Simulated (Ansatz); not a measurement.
# PBE/def2-SVPD run of BH2O2F (SMILES OB(O)F)

What is the electronic atomisation energy of BH2O2F at PBE/def2-SVPD? 

The calculation is run with Ansatz 0.2.0.

57 further runs of the same task are left out: 57 set aside as unsound or not needed.

**1. The structure to begin with**

BH2O2F: 6 atoms, total charge 0, spin state singlet. SMILES: `OB(O)F`. The coordinates come from a PBE0-D4/def2-TZVP relaxation. This is one conformer, not always the lowest.

Bond lengths: O1–B2 1.360 Å, B2–O3 1.352 Å, B2–F4 1.333 Å, O1–H5 0.960 Å, O3–H6 0.960 Å. Angles: O1–B2–O3 121.6°, O1–B2–F4 120.5°, O3–B2–F4 117.9°, B2–O1–H5 113.1°, B2–O3–H6 112.5°.

**2. A single-point energy at PBE/def2-SVPD**

Input file run.yaml:

```yaml
crystal:
  periodic: [false, false, false]
  atoms:
    - {symbol: O, position_ang: [-0.477500, 0.971000, -0.208400]}
    - {symbol: B, position_ang: [-0.023800, -0.307500, -0.106500]}
    - {symbol: O, position_ang: [0.989400, -0.635200, 0.726100]}
    - {symbol: F, position_ang: [-0.573100, -1.280600, -0.833200]}
    - {symbol: H, position_ang: [-1.198900, 1.066100, -0.834300]}
    - {symbol: H, position_ang: [1.326000, 0.122200, 1.210000]}
basis:
  gaussian: {orbitals: def2-SVPD}
hamiltonian: {xc: pbe}
output: {orbitals: {seedname: orbitals}}
accuracy: high
```

The run is started by

```
$ ansatz run run.yaml --threads 1 --pin off --max-ram 3480MiB --events-out events.jsonl --progress --plain --runs-dir runs
```

What it wrote:

```text
Warning: RAYON_NUM_THREADS=1 ignored (pool sized by the plan → 1); use --threads N
Functional definition: PBE
  name "PBE"
  parameter kappa = 0.804
  parameter beta = 0.06672455060314922
  exchange = pbe_x(kappa = kappa, mu = beta*pi^2/3)
  correlation = pbe_c(beta = beta)
2074 factors; integrals over basis functions are off by at most 3.5e-9 eV
mean field evaluation 1: about -7501.7610 eV, gradient 7.6e1 eV
mean field evaluation 2: about -7472.1620 eV, gradient 1.5e2 eV
mean field evaluation 4: about -7511.2940 eV, gradient 1.1e1 eV
mean field evaluation 8: about -7511.4635 eV, gradient 5.2e-2 eV
mean field evaluation 16: about -7511.4635 eV, gradient 1.9e-6 eV
mean field -7511.46354419 eV, -276.0411937961 hartree, gradient 2.1e-8 eV, S^2 0.000000; 0 other end points of the search recorded, 0 dependent functions left out
reference -7511.46354795 eV, -276.0411939342 hartree; 16, 16 occupied and 89, 89 virtual orbitals, 2074 factors
Total energy: -7511.46354795 eV, -276.0411939342 hartree
```

Wall time 9.6 s (1 thread of Arm Neoverse N1, shared host); peak memory 0.26 GiB.

**3. The B atom at the same level**

Input file in.yaml:

```yaml
crystal:
  periodic: [false, false, false]
  atoms:
    - {symbol: B, position_ang: [0.000000, 0.000000, 0.000000]}
basis:
  gaussian: {orbitals: def2-SVPD}
total_charge: 0
magnetization: {spin_polarized: true, initial_magnetization: 1}
hamiltonian: {xc: {name: PBE}}
accuracy: high
```

Run the same way, it converges to -24.58219 Eh (log not shown).

**4. The F atom at the same level**

Input file input.yaml:

```yaml
basis:
  gaussian:
    orbitals: def2-SVPD
crystal:
  periodic: [false, false, false]
  atoms:
    - {symbol: F, position_ang: [0.000000, 0.000000, 0.000000]}
accuracy: high
hamiltonian:
  xc: {name: PBE}
magnetization:
  spin_polarized: true
  initial_magnetization: 1
```

Run the same way, it converges to -99.55393 Eh (log not shown).

**5. The H atom, same level**

Input file job.yaml:

```yaml
basis:
  gaussian:
    orbitals: def2-SVPD
crystal:
  periodic: [false, false, false]
  atoms:
    - symbol: H
      position_ang: [0.000000, 0.000000, 0.000000]
magnetization:
  spin_polarized: true
  initial_magnetization: 1
accuracy: high
hamiltonian:
  xc: {name: PBE}
```

Run the same way, it converges to -0.49863 Eh (log not shown).

**6. The O atom at the same level**

Input file run.yaml:

```yaml
basis:
  gaussian: {orbitals: def2-SVPD}
crystal:
  periodic: [false, false, false]
  atoms:
    - {symbol: O, position_ang: [0.000000, 0.000000, 0.000000]}
accuracy: high
magnetization: {spin_polarized: true, initial_magnetization: 2}
hamiltonian: {xc: pbe}
```

The run is started by

```
$ ansatz run run.yaml --threads 1 --pin off --max-ram 3480MiB --events-out events.jsonl --progress --plain --runs-dir runs
```

What it wrote (excerpt; [...] marks lines left out):

```text
Warning: RAYON_NUM_THREADS=1 ignored (pool sized by the plan → 1); use --threads N
[... 6 set-up lines as earlier in the session ...]
191 factors; integrals over basis functions are off by at most 1.9e-9 eV
mean field evaluation 1: about -2038.5279 eV, gradient 8.1e0 eV
mean field evaluation 2: about -2038.4912 eV, gradient 8.5e0 eV
mean field evaluation 4: about -2038.7916 eV, gradient 9.8e-3 eV
mean field evaluation 8: about -2038.7917 eV, gradient 8.5e-5 eV
mean field evaluation 16: about -2038.7904 eV, gradient 1.6e-1 eV
mean field evaluation 32: about -2038.7917 eV, gradient 6.3e-8 eV
mean field -2038.79172848 eV, -74.9242140789 hartree, gradient 4.2e-9 eV, S^2 2.003034; 6 other end points of the search recorded, 0 dependent functions left out
reference -2038.79173104 eV, -74.9242141729 hartree; 5, 3 occupied and 18, 20 virtual orbitals, 191 factors
Total energy: -2038.79173104 eV, -74.9242141729 hartree
```

It took 1.5 s on 1 thread of Arm Neoverse N1, shared host.

**7. Summary of results**

At PBE/def2-SVPD:

| quantity | value |
| --- | --- |
| molecule: total energy | -276.04119 Eh |
| molecule: HOMO energy | -8.15 eV |
| molecule: LUMO energy | -0.87 eV |
| molecule: HOMO–LUMO gap | 7.28 eV |
| B atom: total energy | -24.58219 Eh |
| B atom: ⟨S²⟩ | 0.753 |
| F atom: total energy | -99.55393 Eh |
| F atom: ⟨S²⟩ | 0.751 |
| H atom: total energy | -0.49863 Eh |
| H atom: ⟨S²⟩ | 0.750 |
| O atom: total energy | -74.92421 Eh |
| O atom: ⟨S²⟩ | 2.003 |
| electronic atomisation energy | 28.827 eV |

Taking the molecule apart into free atoms costs 28.83 eV (2781 kJ/mol), before zero-point energy and without spin-orbit coupling.
